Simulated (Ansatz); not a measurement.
# CuO2, space group Pmmm: a single point from an input typed as a dict

Program: Ansatz 0.2.0 through its Python package.

Notebook, run cell by cell (the value of a cell's last expression is shown):

In [1]:
```python
import json

import ansatz as az
```

In [2]:
```python
config = {
    "crystal": {
        "lattice": [[2.421291, 0.0, 0.0], [0.0, 6.445952, 0.0], [0.0, 0.0, 7.067043]],
        "atoms": [
            {"symbol": "Cu", "position": [0.0, 0.5, 0.0]},
            {"symbol": "O", "position": [0.0, 0.5, 0.412435]},
            {"symbol": "O", "position": [0.0, 0.5, 0.587565]},
        ],
    },
    "kpoints": {"mp_grid": {"grid": [9, 4, 4]}},
    "hamiltonian": {"xc": "pbe"},
    "scf": {"occupations": {"method": "fermi_dirac", "width": 0.05}},
    "basis": {"ecutwfc": 470},
    "output": {"stress": True, "eigenvalues": True},
}
```

In [3]:
```python
out = az.Session.from_dict(config).plan().execute()
rep = out.report
```

In [4]:
```python
rep["mixing_algorithm"], rep["preconditioner"], rep["eigensolver"]
```
Out [4]:
```text
('MSR1', 'LDOS', 'band_cg')
```

In [5]:
```python
sorted(key for key in rep if key.endswith("_ev"))
```
Out [5]:
```text
['eigenvalues_ev', 'energy_sigma0_ev', 'entropy_ts_ev', 'fermi_energy_ev', 'free_energy_ev',
 'gap_by_band_count_ev', 'harris_foulkes_ev', 'internal_energy_ev', 'lagrangian_above_aufbau_ev',
 'lagrangian_ev', 'lagrangian_sigma0_ev', 'loop_fermi_energy_ev', 'occupations_fermi_energy_ev',
 'residual_norms_ev']
```

In [6]:
```python
out.lattice.cell_ang
```
Out [6]:
```text
array([[2.421291, 0.      , 0.      ],
       [0.      , 6.445952, 0.      ],
       [0.      , 0.      , 7.067043]])
```

In [7]:
```python
print("%-22s %14.5f eV" % ("F = E - TS", rep["free_energy_ev"]))
print("%-22s %14.5f eV" % ("E", rep["internal_energy_ev"]))
print("%-22s %14.5f eV" % ("Harris-Foulkes", rep["harris_foulkes_ev"]))
print("%-22s %14.5f eV" % ("Fermi level", rep["fermi_energy_ev"]))
```
```text
F = E - TS                -7752.69518 eV
E                         -7752.66163 eV
Harris-Foulkes            -7752.69518 eV
Fermi level                  -1.53777 eV
```

In [8]:
```python
print("band  energy (eV)  occupation, at k =", rep["kpoints_frac"][0])
for band, (e, occ) in enumerate(zip(rep["eigenvalues_ev"][0], rep["occupations"][0]), start=1):
    print(f"{band:4d} {e:12.4f} {occ:9.4f}")

gap = None if "band_edges_ev" not in rep else rep["band_edges_ev"][1] - rep["band_edges_ev"][0]
print("gap on the k mesh:", "withheld (metal, or smearing too wide to tell)" if gap is None else f"{gap:.3f} eV")
print("lowest empty less highest filled band, by band count:", round(rep["gap_by_band_count_ev"], 3), "eV")
```
```text
band  energy (eV)  occupation, at k = [0.0, 0.0, 0.0]
   1    -112.0406    2.0000
   2     -69.5345    2.0000
   3     -69.3895    2.0000
   4     -69.3746    2.0000
   5     -27.7603    2.0000
   6     -16.1403    2.0000
   7      -9.2818    2.0000
   8      -8.4311    2.0000
   9      -6.1642    2.0000
  10      -4.2918    2.0000
  11      -2.3752    2.0000
  12      -2.2897    2.0000
  13      -2.0194    1.9999
  14      -1.8417    1.9954
  15      -1.6634    1.8501
  16      -1.6546    1.8237
  17      -0.1218    0.0000
  18       2.1875    0.0000
  19       2.2222    0.0000
  20       3.5983    0.0000
gap on the k mesh: withheld (metal, or smearing too wide to tell)
lowest empty less highest filled band, by band count: -0.538 eV
```

In [9]:
```python
keep = ["free_energy_ev", "energy_sigma0_ev", "fermi_energy_ev", "n_iterations", "converged", "magnetization_mub", "n_kpoints"]
with open("cuo2.json", "w") as handle:
    json.dump({key: rep[key] for key in keep}, handle, indent=1)
```

File `cuo2.json` afterwards:
```json
{
 "free_energy_ev": -7752.695184777513,
 "energy_sigma0_ev": -7752.678408847481,
 "fermi_energy_ev": -1.5377729996012934,
 "n_iterations": 8,
 "converged": true,
 "magnetization_mub": 0.0,
 "n_kpoints": 45
}
```

Reading the output:
- Absolute energies stand on the zero of these potentials, so only differences at equal settings mean something. A total without «per atom» is that of the cell as typed.
- The cell holds an odd number of electrons and is run without spin, so a magnetic state may lie lower.
- The computed bands are complete only to about 5.1 eV above the Fermi level.
- The mesh is modest for a metal, so energies can be off by several to tens of meV an atom and pressures by half a GPa or more; differences at equal mesh fare better.
- An absolute Fermi energy rests on an arbitrary zero of the periodic potential and has no direct meaning.
- A gap by band count of zero or less means overlapping bands, a metal, and at an odd count of electrons it is no gap at all.
- Without a Hubbard U or exact exchange, semilocal functionals often make such 3d compounds metallic or too weakly gapped.
- The structure comes from a database of computed cells and needn't be a stable or known phase.
- Levels are Kohn-Sham eigenvalues on this mesh.
- It ran for 4.9 s on 1 thread of AMD EPYC 7R43 64-Core Processor (Zen 3), with other jobs on the host, peak memory 0.47 GiB.

(Lines on the test bed's own set-up are left out of the output.)
